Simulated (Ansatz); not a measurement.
# BeB26As27: the cost of one run

Computed with Ansatz 0.2.0 (DFT, PBE, plane-wave PAW, default files, scalar-relativistic, as far as a step names no other, unless a step's input says otherwise).

### Step 1. The starting structure

Symmetry: F-43m, No. 216, cubic system. The conventional cell has a = 14.331 Å, b = 14.331 Å, c = 14.331 Å, α = 90.00°, β = 90.00°, γ = 90.00°. Be (site symmetry -43m) is surrounded by 4 As at 2.07 Å. Around B (site symmetry m) lie 4 As at 2.07 Å. B (site symmetry 3m) has 4 As at 2.07 Å as nearest neighbours. B (site symmetry 2mm) has 4 As at 2.07 Å as nearest neighbours. As (site symmetry 3m) is surrounded by 1 Be at 2.07 Å and 3 B at 2.07 Å. As (site symmetry 2mm) has 4 B at 2.07 Å as nearest neighbours. Around As (site symmetry m) lie 4 B at 2.07 Å. Only part of the 10 independent sites is listed.

Structure file:

```cif
data_structure
_symmetry_space_group_name_H-M 'P 1'
_symmetry_Int_Tables_number 1
_cell_length_a 10.1335
_cell_length_b 10.1335
_cell_length_c 10.1335
_cell_angle_alpha 60.000
_cell_angle_beta 60.000
_cell_angle_gamma 60.000
_cell_volume 735.82
loop_
_atom_site_label
_atom_site_type_symbol
_atom_site_fract_x
_atom_site_fract_y
_atom_site_fract_z
_atom_site_occupancy
Be1 Be 0.00000 0.00000 0.00000 1
B1 B 0.00000 0.00000 0.33333 1
B2 B 0.00000 0.00000 0.66667 1
B3 B 0.00000 0.33333 0.00000 1
B4 B 0.00000 0.33333 0.33333 1
B5 B 0.00000 0.33333 0.66667 1
B6 B 0.00000 0.66667 0.00000 1
B7 B 0.00000 0.66667 0.33333 1
B8 B 0.00000 0.66667 0.66667 1
B9 B 0.33333 0.00000 0.00000 1
B10 B 0.33333 0.00000 0.33333 1
B11 B 0.33333 0.00000 0.66667 1
B12 B 0.33333 0.33333 0.00000 1
B13 B 0.33333 0.33333 0.33333 1
B14 B 0.33333 0.33333 0.66667 1
B15 B 0.33333 0.66667 0.00000 1
B16 B 0.33333 0.66667 0.33333 1
B17 B 0.33333 0.66667 0.66667 1
B18 B 0.66667 0.00000 0.00000 1
B19 B 0.66667 0.00000 0.33333 1
B20 B 0.66667 0.00000 0.66667 1
B21 B 0.66667 0.33333 0.00000 1
B22 B 0.66667 0.33333 0.33333 1
B23 B 0.66667 0.33333 0.66667 1
B24 B 0.66667 0.66667 0.00000 1
B25 B 0.66667 0.66667 0.33333 1
B26 B 0.66667 0.66667 0.66667 1
As1 As 0.08333 0.08333 0.08333 1
As2 As 0.08333 0.08333 0.41667 1
As3 As 0.08333 0.08333 0.75000 1
As4 As 0.08333 0.41667 0.08333 1
As5 As 0.08333 0.41667 0.41667 1
As6 As 0.08333 0.41667 0.75000 1
As7 As 0.08333 0.75000 0.08333 1
As8 As 0.08333 0.75000 0.41667 1
As9 As 0.08333 0.75000 0.75000 1
As10 As 0.41667 0.08333 0.08333 1
As11 As 0.41667 0.08333 0.41667 1
As12 As 0.41667 0.08333 0.75000 1
As13 As 0.41667 0.41667 0.08333 1
As14 As 0.41667 0.41667 0.41667 1
As15 As 0.41667 0.41667 0.75000 1
As16 As 0.41667 0.75000 0.08333 1
As17 As 0.41667 0.75000 0.41667 1
As18 As 0.41667 0.75000 0.75000 1
As19 As 0.75000 0.08333 0.08333 1
As20 As 0.75000 0.08333 0.41667 1
As21 As 0.75000 0.08333 0.75000 1
As22 As 0.75000 0.41667 0.08333 1
As23 As 0.75000 0.41667 0.41667 1
As24 As 0.75000 0.41667 0.75000 1
As25 As 0.75000 0.75000 0.08333 1
As26 As 0.75000 0.75000 0.41667 1
As27 As 0.75000 0.75000 0.75000 1
```

Atom 1 of the input is the impurity.

### Step 2. First run, atoms as given

Input file input.yaml:

```yaml
crystal:
  lattice:
    - [0.0, 7.1655, 7.1655]
    - [7.1655, 0.0, 7.1655]
    - [7.1655, 7.1655, 0.0]
  atoms:
    - { symbol: Be, position: [0.0, 0.0, 0.0] }
    - { symbol: B, position: [0.0, 0.0, 0.3333333333] }
    - { symbol: B, position: [0.0, 0.0, 0.6666666667] }
    - { symbol: B, position: [0.0, 0.3333333333, 0.0] }
    - { symbol: B, position: [0.0, 0.3333333333, 0.3333333333] }
    - { symbol: B, position: [0.0, 0.3333333333, 0.6666666667] }
    - { symbol: B, position: [0.0, 0.6666666667, 0.0] }
    - { symbol: B, position: [0.0, 0.6666666667, 0.3333333333] }
    - { symbol: B, position: [0.0, 0.6666666667, 0.6666666667] }
    - { symbol: B, position: [0.3333333333, 0.0, 0.0] }
    - { symbol: B, position: [0.3333333333, 0.0, 0.3333333333] }
    - { symbol: B, position: [0.3333333333, 0.0, 0.6666666667] }
    - { symbol: B, position: [0.3333333333, 0.3333333333, 0.0] }
    - { symbol: B, position: [0.3333333333, 0.3333333333, 0.3333333333] }
    - { symbol: B, position: [0.3333333333, 0.3333333333, 0.6666666667] }
    - { symbol: B, position: [0.3333333333, 0.6666666667, 0.0] }
    - { symbol: B, position: [0.3333333333, 0.6666666667, 0.3333333333] }
    - { symbol: B, position: [0.3333333333, 0.6666666667, 0.6666666667] }
    - { symbol: B, position: [0.6666666667, 0.0, 0.0] }
    - { symbol: B, position: [0.6666666667, 0.0, 0.3333333333] }
    - { symbol: B, position: [0.6666666667, 0.0, 0.6666666667] }
    - { symbol: B, position: [0.6666666667, 0.3333333333, 0.0] }
    - { symbol: B, position: [0.6666666667, 0.3333333333, 0.3333333333] }
    - { symbol: B, position: [0.6666666667, 0.3333333333, 0.6666666667] }
    - { symbol: B, position: [0.6666666667, 0.6666666667, 0.0] }
    - { symbol: B, position: [0.6666666667, 0.6666666667, 0.3333333333] }
    - { symbol: B, position: [0.6666666667, 0.6666666667, 0.6666666667] }
    - { symbol: As, position: [0.0833333333, 0.0833333333, 0.0833333333] }
    - { symbol: As, position: [0.0833333333, 0.0833333333, 0.4166666667] }
    - { symbol: As, position: [0.0833333333, 0.0833333333, 0.75] }
    - { symbol: As, position: [0.0833333333, 0.4166666667, 0.0833333333] }
    - { symbol: As, position: [0.0833333333, 0.4166666667, 0.4166666667] }
    - { symbol: As, position: [0.0833333333, 0.4166666667, 0.75] }
    - { symbol: As, position: [0.0833333333, 0.75, 0.0833333333] }
    - { symbol: As, position: [0.0833333333, 0.75, 0.4166666667] }
    - { symbol: As, position: [0.0833333333, 0.75, 0.75] }
    - { symbol: As, position: [0.4166666667, 0.0833333333, 0.0833333333] }
    - { symbol: As, position: [0.4166666667, 0.0833333333, 0.4166666667] }
    - { symbol: As, position: [0.4166666667, 0.0833333333, 0.75] }
    - { symbol: As, position: [0.4166666667, 0.4166666667, 0.0833333333] }
    - { symbol: As, position: [0.4166666667, 0.4166666667, 0.4166666667] }
    - { symbol: As, position: [0.4166666667, 0.4166666667, 0.75] }
    - { symbol: As, position: [0.4166666667, 0.75, 0.0833333333] }
    - { symbol: As, position: [0.4166666667, 0.75, 0.4166666667] }
    - { symbol: As, position: [0.4166666667, 0.75, 0.75] }
    - { symbol: As, position: [0.75, 0.0833333333, 0.0833333333] }
    - { symbol: As, position: [0.75, 0.0833333333, 0.4166666667] }
    - { symbol: As, position: [0.75, 0.0833333333, 0.75] }
    - { symbol: As, position: [0.75, 0.4166666667, 0.0833333333] }
    - { symbol: As, position: [0.75, 0.4166666667, 0.4166666667] }
    - { symbol: As, position: [0.75, 0.4166666667, 0.75] }
    - { symbol: As, position: [0.75, 0.75, 0.0833333333] }
    - { symbol: As, position: [0.75, 0.75, 0.4166666667] }
    - { symbol: As, position: [0.75, 0.75, 0.75] }
total_charge: -1
kpoints:
  mp_grid: { grid: [2, 2, 2] }
scf:
  occupations: { method: fermi_dirac, width: 0.01 }
hamiltonian:
  xc: pbe
  pseudopotentials: { kind: paw }
output:
  forces: true
  stress: true
  populations: true
  efg:
    quadrupole_moments_barn: { Be: 0.05288, B: 0.04059, As: 0.311 }
    contact_densities: true
```

Launch:

```bash
$ ansatz run input.yaml --threads 1 --pin off --max-ram 3072MiB --backend cpu --events-out ev --progress --plain --runs-dir out
```

What time and memory should one allow on 1 thread of Arm Neoverse V1, shared host?

About 93 s, with a peak of 1.6 GiB.
